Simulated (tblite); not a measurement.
# C6H13NOSi2: the cost of one run

Programs: tblite 0.8.0 and PySCF 2.14.0, with density-fitted response routines of our own. Each step states its level of theory. These are calculated values for one molecule in the gas phase, unless marked as measured. Atoms are numbered from 0 throughout.

**1. The molecule as given**

23 atoms, charge 0, multiplicity 1; geometry from: force field or distance geometry start.

Bonds of the start (Å): N0–C1 1.16, C1–Si2 1.88, Si2–Si3 2.30, Si2–O4 1.69, O4–C5 1.44, C5–C6 1.52, C6–C7 1.54, C7–C8 1.54, C8–C9 1.53, C9–C6 1.56, Si2–H10 1.49, Si3–H11 1.48, Si3–H12 1.50, Si3–H13 1.49, C5–H14 1.09, C5–H15 1.09, C6–H16 1.10, C7–H17 1.09, C7–H18 1.10, C8–H19 1.09, C8–H20 1.11, C9–H21 1.10, C9–H22 1.10.

**2. Optimising the geometry with GFN2-xTB**

What the job is given:

```
{"job": {"kind": "relax", "xc": "GFN2-xTB", "basis": "xTB"}, "charge": 0, "multiplicity": 1}
N      3.059200    -1.996100    -2.297600
C      2.816300    -1.075100    -1.626900
Si     2.435600     0.401300    -0.533000
Si     3.988100     0.373800     1.162100
O      0.873400     0.407100     0.099200
C     -0.233100     0.459300    -0.813200
C     -1.505000     0.470000     0.010200
C     -2.824900     0.303700    -0.770400
C     -3.345500    -0.532800     0.419400
C     -1.881900    -0.852200     0.749000
H      2.582700     1.664200    -1.316800
H      5.366900     0.429400     0.622000
H      3.863400    -0.869400     2.000200
H      3.815800     1.536700     2.071400
H     -0.213700    -0.399200    -1.480400
H     -0.181400     1.376400    -1.401800
H     -1.538300     1.339900     0.689800
H     -3.380200     1.216000    -0.983500
H     -2.740800    -0.275700    -1.696000
H     -3.975000    -1.384400     0.171300
H     -3.855300     0.076200     1.191100
H     -1.510600    -1.758900     0.258600
H     -1.620600    -0.883200     1.820400
```

The run is started by

```
$ OMP_NUM_THREADS=1 python probes_run.py task.json out
```

One launch serves the whole session: the jobs run in the order shown.

Q: Estimate the wall time and peak memory of this first job on 1 thread of Arm Neoverse V1, shared host.

About 1.3 s, with a peak of 0.18 GiB.
